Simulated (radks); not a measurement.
# Taking charge from the 3s level of Sc in fractions

One table from this session's results is given with a row withheld; the runs are named, their logs left out.

Method: non-relativistic Kohn-Sham, r2SCAN, spin-polarised, spherical densities, point nucleus; open shells are filled with parallel spins first. Code: radks (a radial shooting solver on a logarithmic mesh, Libxc functionals) version 1.

## The system

* element: scandium (Z = 21)
* charge: 0
* electrons: 21
* configuration: [Ne] 3s(up 1, down 1) 3p6 3d1 4s2

A shell typed twice in an input gives spin up, then spin down.

The first run:

The run's settings:

```text
Z 21
configuration [Ne] 3s1 3s1 3p6 3d1 4s2
relativity non-relativistic
functional r2scan,r2scan
spin polarised
nucleus point
```

Steps of the session up to this table: Start: [Ne] 3s(up 1, down 1) 3p6 3d1 4s2.

One of the session's tables, all rows but one given; the rest of the session is left out.

It belongs to the step «Start: [Ne] 3s(up 1, down 1) 3p6 3d1 4s2». From the orbitals of this run (lengths in bohr):

| level | <r> | outermost maximum (interpolated) | 90 % within | nodes |
| --- | --- | --- | --- | --- |
| 3s up | 1.082 | 0.932 | 1.62 | 2 |
| 3s down | 1.082 | 0.932 | 1.62 | 2 |
| 3p up | 1.171 | 0.971 | 1.80 | 1 |
| 3p down | ? | ? | ? | ? |
| 4s up | 3.707 | 3.13 | 5.53 | 3 |
| 4s down | 3.881 | 3.25 | 5.81 | 3 |
| 3d up | 1.817 | 1.10 | 3.27 | 0 |
| 3d down | 1.955 | 1.10 | 3.65 | 0 |

Estimate the missing values for 3p down.

The run gave: <r>: 1.170; outermost maximum (interpolated): 0.971; 90 % within: 1.80; nodes: 1. In the column «<r>» it lies between 3s down (1.082) and 3p up (1.171).
